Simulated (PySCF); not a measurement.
# CH5NSSi2: the cost of one run

Computed with PySCF 2.14.0. Level: levels as typed in each script, gas phase, geometry from GFN2-xTB.

## Step 1: Where the work starts

SMILES `N#C[SiH2]S[SiH3]`, 10 atoms, charge 0, spin multiplicity 1.

Bond lengths: N1–C2 1.145 Å, C2–Si3 1.867 Å, Si3–S4 2.143 Å, Si3–H6 1.459 Å, Si3–H7 1.451 Å, S4–Si5 2.159 Å, Si5–H8 1.451 Å, Si5–H9 1.455 Å, Si5–H10 1.459 Å. Angles: N1–C2–Si3 177.9°, C2–Si3–S4 108.0°, C2–Si3–H6 106.3°, C2–Si3–H7 109.1°, S4–Si3–H6 111.1°, S4–Si3–H7 105.4°, H6–Si3–H7 116.7°, Si3–S4–Si5 105.2°, S4–Si5–H8 102.1°, S4–Si5–H9 107.8°, S4–Si5–H10 107.2°, H8–Si5–H9 114.2°, H8–Si5–H10 113.0°, H9–Si5–H10 111.6°.

Geometry (Å):

```xyz
10
CH5NSSi2
N    -2.3867   -1.6298   -0.3523
C    -1.9037   -0.6286   -0.0756
Si   -1.0539    0.9753    0.3632
S     0.9154    0.9336   -0.4817
Si    1.7913   -0.9127    0.2141
H    -0.9997    1.0239    1.8200
H    -1.7356    2.0714   -0.2998
H     3.0802   -0.9079   -0.4527
H     0.9146   -2.0012   -0.1893
H     1.8993   -0.8198    1.6657
```

## Step 2: Density, bond paths and surface potential (wB97X/cc-pvtz)

input.py

```python
import numpy as np
from pyscf import gto, scf, dft
from pyscf.scf import atom_ks, atom_hf
from scipy.linalg import block_diag

def solve(mol, dm0=None, hcore=None):
    mf = (dft.UKS if mol.spin else dft.RKS)(mol, xc='wb97x')
    mf.grids.level = 3
    mf = mf.density_fit(auxbasis='def2-universal-jkfit')
    mf.conv_tol, mf.max_cycle = 1e-8, 80
    if hcore is not None:
        mf.get_hcore = lambda *args: hcore
    mf.kernel(dm0)
    if not mf.converged:
        mf = mf.newton().run(mf.mo_coeff, mf.mo_occ, max_cycle=30)
    assert mf.converged, 'SCF not converged'
    return mf

mol = gto.M(atom='''
N     -2.38666    -1.62975    -0.35230
C     -1.90368    -0.62864    -0.07557
Si    -1.05394     0.97531     0.36323
S      0.91545     0.93358    -0.48168
Si     1.79128    -0.91271     0.21409
H     -0.99972     1.02388     1.82000
H     -1.73563     2.07136    -0.29977
H      3.08020    -0.90790    -0.45270
H      0.91461    -2.00122    -0.18927
H      1.89932    -0.81976     1.66565
''', basis='cc-pvtz', charge=0, spin=0, verbose=4)
mf = solve(mol)
mf.analyze()
# spherically averaged free atoms, for the promolecule
atm = atom_ks.get_atm_nrks(mol, xc='wb97x')
pro = block_diag(*[(atm[a[0]][2] * atm[a[0]][3]) @ atm[a[0]][2].T for a in mol._atom])
np.savez('result.npz', e=mf.e_tot, c=mf.mo_coeff, occ=mf.mo_occ, eps=mf.mo_energy, pro=pro, dip=mf.dip_moment(verbose=0), s2=mf.spin_square()[0])
```

Run with:

```sh
$ OMP_NUM_THREADS=1 python input.py
```

**Question.** How long does this run take on 1 thread of Intel Xeon Platinum 8488C (Sapphire Rapids), shared host, and how much memory does it need?

About 32 s, with a peak of 0.96 GiB.
